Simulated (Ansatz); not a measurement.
**NbPd4 under changes of volume**

One of the cells (16.005 Å³/atom); the others are scaled copies at fixed shape and fractional positions:

```xyz
5
Lattice="1.4176 0.8185 11.4953 -1.4176 0.8185 11.4953 0.0000 -1.6369 11.4953" Properties=species:S:1:pos:R:3 pbc="T T T"
Pd    0.0000    0.0000   20.7129
Pd    0.0000    0.0000    6.8943
Pd    0.0000    0.0000   27.5915
Pd    0.0000    0.0000   13.7729
Nb    0.0000    0.0000    0.0000
```

The cell comes from a database or a generator and needn't be the stable form of this composition.

```yaml
Program: Ansatz 0.2.0
Functional: PBEsol
Potentials_or_basis: Ansatz PAW
Cutoff: "420 eV (not typed: the program's choice for these potentials)"
k_mesh: 11 × 11 × 11
Occupations: fermi-dirac, width 0.05 eV
Spin: no spin polarisation
```

```tsv
volume (Å³/atom)	energy over the lowest point (meV/atom)	pressure (GPa)	largest force (eV/Å)
15.044	0.00	0.7	0.123
15.364	?	?	?
15.685	13.53	-7.0	0.021
16.005	30.80	-10.1	0.087
16.325	53.96	-12.9	0.150
16.645	82.27	-15.3	0.209
16.965	115.10	-17.4	0.265
```

Task: What does the run at 15.364 Å³/atom give?

Result: Energy over the lowest point 2.95 meV/atom; pressure -3.4 GPa; largest force 0.049 eV/Å.

Worked out: A Birch-Murnaghan fit of order 3 (a polynomial in V^(-2/3)) to the other rows has its minimum at 15.09 Å³/atom with B0 = V·E''(V) = 201 GPa and B' = 5.1 at fixed shape and positions, which overstates the stiffness. It gives 2.93 meV/atom at 15.364 Å³/atom, against the run's 2.95, and -dE/dV = -3.5 GPa, against -3.4.

Energies are extrapolated to zero smearing.

Caveats: the PAW data sets come from PBE, with cores solved anew for the run's functional, which leaves a small shift of forces and pressure.
